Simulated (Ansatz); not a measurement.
**BN2H5 (SMILES NBN): r2SCAN/6-311+G(d,p)**

Aim: the electronic atomisation energy of BN2H5 at r2SCAN/6-311+G**, from 4 runs. 

The calculation is run with Ansatz 0.2.0.

41 further runs of the same task are left out: 41 set aside as unsound or not needed.

## Step 1: The molecule

The species is BN2H5 (8 atoms), meant as a singlet with charge 0. SMILES: `NBN`. Geometry: relaxed at PBE0-D4/def2-TZVP.

Bond lengths: N1–B2 1.409 Å, B2–N3 1.409 Å, N1–H4 1.005 Å, N1–H5 1.002 Å, B2–H6 1.200 Å, N3–H7 1.003 Å, N3–H8 1.005 Å. Angles: N1–B2–N3 122.9°, N1–B2–H6 118.5°, N3–B2–H6 118.5°, B2–N1–H4 124.5°, B2–N1–H5 121.9°, B2–N3–H7 121.9°, B2–N3–H8 124.5°, H4–N1–H5 113.6°, H7–N3–H8 113.6°.

## Step 2: A single-point energy at r2SCAN/6-311+G(d,p)

Contents of run.yaml:

```yaml
crystal:
  periodic: [false, false, false]
  atoms:
    - {symbol: "N", position_ang: [-0.971000, 0.516500, -0.581100]}
    - {symbol: B, position_ang: [0.194200, 0.386600, 0.200500]}
    - {symbol: N, position_ang: [0.848200, -0.845200, 0.401400]}
    - {symbol: H, position_ang: [-1.426800, -0.244500, -1.053400]}
    - {symbol: H, position_ang: [-1.423900, 1.400900, -0.713700]}
    - {symbol: H, position_ang: [0.649700, 1.368600, 0.718000]}
    - {symbol: H, position_ang: [1.676700, -0.919800, 0.960900]}
    - {symbol: H, position_ang: [0.545000, -1.720300, 0.011600]}
basis:
  gaussian:
    orbitals: 6-311+G_st__st_.json
output: {orbitals: {seedname: orbitals}}
accuracy: high
total_charge: 0
hamiltonian:
  xc: {name: r2SCAN}
```

The basis set 6-311+G** is read from a file made from the Basis Set Exchange's data (not shown).

On the command line:

```console
ansatz run run.yaml --threads 1 --pin off --max-ram 3480MiB --events-out events.jsonl --progress --plain --runs-dir runs
```

What it wrote:

```text
Warning: RAYON_NUM_THREADS=1 ignored (pool sized by the plan → 1); use --threads N
Functional definition: r2SCAN
  name "r2SCAN"
  parameter k0 = 0.174
  parameter k1 = 0.065
  parameter a1 = 4.9479
  exchange = r2scan_x(k0 = k0, k1 = k1, a1 = a1)
  correlation = r2scan_c
1919 factors; integrals over basis functions are off by at most 3.4e-9 eV
mean field evaluation 1: about -3725.2227 eV, gradient 8.5e1 eV
mean field evaluation 2: about -3702.0371 eV, gradient 1.3e2 eV
mean field evaluation 4: about -3739.0244 eV, gradient 2.6e0 eV
mean field evaluation 8: about -3739.0387 eV, gradient 2.5e-2 eV
mean field evaluation 16: about -3739.0387 eV, gradient 1.2e-6 eV
mean field -3739.03871830 eV, -137.4071384862 hartree, gradient 4.1e-8 eV, S^2 0.000000; 0 other end points of the search recorded, 0 dependent functions left out
reference -3739.03871965 eV, -137.4071385355 hartree; 12, 12 occupied and 84, 84 virtual orbitals, 1919 factors
Total energy: -3739.03871965 eV, -137.4071385355 hartree
```

It took 4.5 s on 1 thread of Intel Xeon 6975P-C (Granite Rapids), shared host; peak memory 0.28 GiB.

## Step 3: The B atom at the same level

Contents of job.yaml:

```yaml
crystal:
  periodic: [false, false, false]
  atoms:
    - {symbol: B, position_ang: [0.000000, 0.000000, 0.000000]}
basis:
  gaussian:
    orbitals: 6-311+G_st__st_.json
magnetization:
  spin_polarized: true
  initial_magnetization: 1
hamiltonian:
  xc: {name: r2SCAN}
accuracy: high
```

The basis set 6-311+G** is read from a file made from the Basis Set Exchange's data (not shown).

Run the same way, it converges to -24.63507 Eh (log not shown).

## Step 4: The H atom, same level

Contents of in.yaml:

```yaml
crystal:
  periodic: [false, false, false]
  atoms:
    - {symbol: H, position_ang: [0.000000, 0.000000, 0.000000]}
basis:
  gaussian: {orbitals: 6-311+G_st__st_.json}
accuracy: high
hamiltonian: {xc: r2scan}
magnetization: {spin_polarized: true, initial_magnetization: 1}
```

The basis set 6-311+G** is read from a file made from the Basis Set Exchange's data (not shown).

Run the same way, it converges to -0.49993 Eh (log not shown).

## Step 5: The N atom, same level

Contents of run.yaml:

```yaml
crystal:
  periodic: [false, false, false]
  atoms:
    - symbol: "N"
      position_ang: [0.000000, 0.000000, 0.000000]
basis:
  gaussian:
    orbitals: 6-311+G_st__st_.json
magnetization:
  spin_polarized: true
  initial_magnetization: 3
hamiltonian:
  xc: {name: r2SCAN}
accuracy: high
```

The basis set 6-311+G** is read from a file made from the Basis Set Exchange's data (not shown).

On the command line:

```console
ansatz run run.yaml --threads 1 --pin off --max-ram 3480MiB --events-out events.jsonl --progress --plain --runs-dir runs
```

What it wrote:

```text
Warning: RAYON_NUM_THREADS=1 ignored (pool sized by the plan → 1); use --threads N
Functional definition: r2SCAN
  name "r2SCAN"
  parameter k0 = 0.174
  parameter k1 = 0.065
  parameter a1 = 4.9479
  exchange = r2scan_x(k0 = k0, k1 = k1, a1 = a1)
  correlation = r2scan_c
169 factors; integrals over basis functions are off by at most 2.8e-9 eV
mean field evaluation 1: about -1484.8844 eV, gradient 8.1e0 eV
mean field evaluation 2: about -1485.0096 eV, gradient 5.6e0 eV
mean field evaluation 4: about -1485.1401 eV, gradient 2.3e-1 eV
mean field evaluation 8: about -1485.1370 eV, gradient 1.4e-3 eV
mean field evaluation 16: about -1485.1370 eV, gradient 2.3e-9 eV
mean field -1485.13697497 eV, -54.5777771681 hartree, gradient 2.3e-9 eV, S^2 3.754799; 0 other end points of the search recorded, 0 dependent functions left out
reference -1485.13697793 eV, -54.5777772769 hartree; 5, 2 occupied and 17, 20 virtual orbitals, 169 factors
Total energy: -1485.13697793 eV, -54.5777772769 hartree
```

Wall time 0.46 s (1 thread of Intel Xeon 6975P-C (Granite Rapids), shared host).

## Step 6: Summary of results

Level: r2SCAN/6-311+G**.

| quantity | value |
| --- | --- |
| molecule: total energy | -137.40714 Eh |
| molecule: HOMO energy | -5.82 eV |
| molecule: LUMO energy | 0.31 eV |
| molecule: HOMO–LUMO gap | 6.13 eV |
| B atom: total energy | -24.63507 Eh |
| B atom: ⟨S²⟩ | 0.755 |
| H atom: total energy | -0.49993 Eh |
| H atom: ⟨S²⟩ | 0.750 |
| N atom: total energy | -54.57778 Eh |
| N atom: ⟨S²⟩ | 3.755 |
| electronic atomisation energy | 30.392 eV |

What this shows: Taking the molecule apart into free atoms costs 30.39 eV (2932 kJ/mol), before zero-point energy and without spin-orbit coupling.
